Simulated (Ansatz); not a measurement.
# NiMoIrPdW (P3m1) in Ansatz: equation of state

Aim: energy against volume of NiMoIrPdW in PBE, for its equilibrium volume and stiffness.

All numbers are computed with Ansatz 0.2.0; they aren't measurements. Logs are shortened: lines on timing, memory, paths and dates and some standing lists are left out, and cuts for length are marked.

### Step 1. The structure

It takes space group P3m1 (No. 156, trigonal). Conventional cell: a = 2.761 Å, b = 2.761 Å, c = 11.341 Å, α = 90.00°, β = 90.00°, γ = 120.00°. Ni (site symmetry 3m) has 3 W at 2.59 Å and 3 Pd at 2.68 Å and 6 Ni at 2.76 Å as nearest neighbours. Mo (site symmetry 3m) is surrounded by 3 Ir at 2.66 Å and 1 W at 2.66 Å and 6 Mo at 2.76 Å. Around Pd (site symmetry 3m) lie 3 Ni at 2.68 Å and 6 Pd at 2.76 Å and 3 Ir at 2.84 Å. Ir (site symmetry 3m) is surrounded by 3 Mo at 2.66 Å and 6 Ir at 2.76 Å and 3 Pd at 2.84 Å. Around W (site symmetry 3m) lie 3 Ni at 2.59 Å and 1 Mo at 2.66 Å and 6 W at 2.76 Å.

The cell was built by a generator and needn't be a form met in nature.

### Step 2. Equation of state, PBE, collinear spin, ferromagnetic start

Potentials or basis: all-electron LAPW, scalar-relativistic.

This step only gathers the single runs of the series.

Results:

```yaml
Equilibrium_volume: 14.97 Å³/atom
Bulk_modulus_at_fixed_shape_and_positions: 236 GPa
Pressure_derivative_of_the_bulk_modulus: 4.6
```

Energy against volume, from the lowest point:
```
volume (Å³/atom)  energy (meV/atom)
          14.073              44.69
          14.372              19.10
          14.672               4.60
          14.971               0.00
          15.271               4.22
          15.570              16.34
          15.869              35.51
```

Caveat: the cell was scaled at fixed shape and fractional positions, which overstates the stiffness of a crystal with free parameters, most of all of layers and chains; the starting moments weren't kept. The run has no spin-orbit coupling, so splittings on Ir, W are missing.
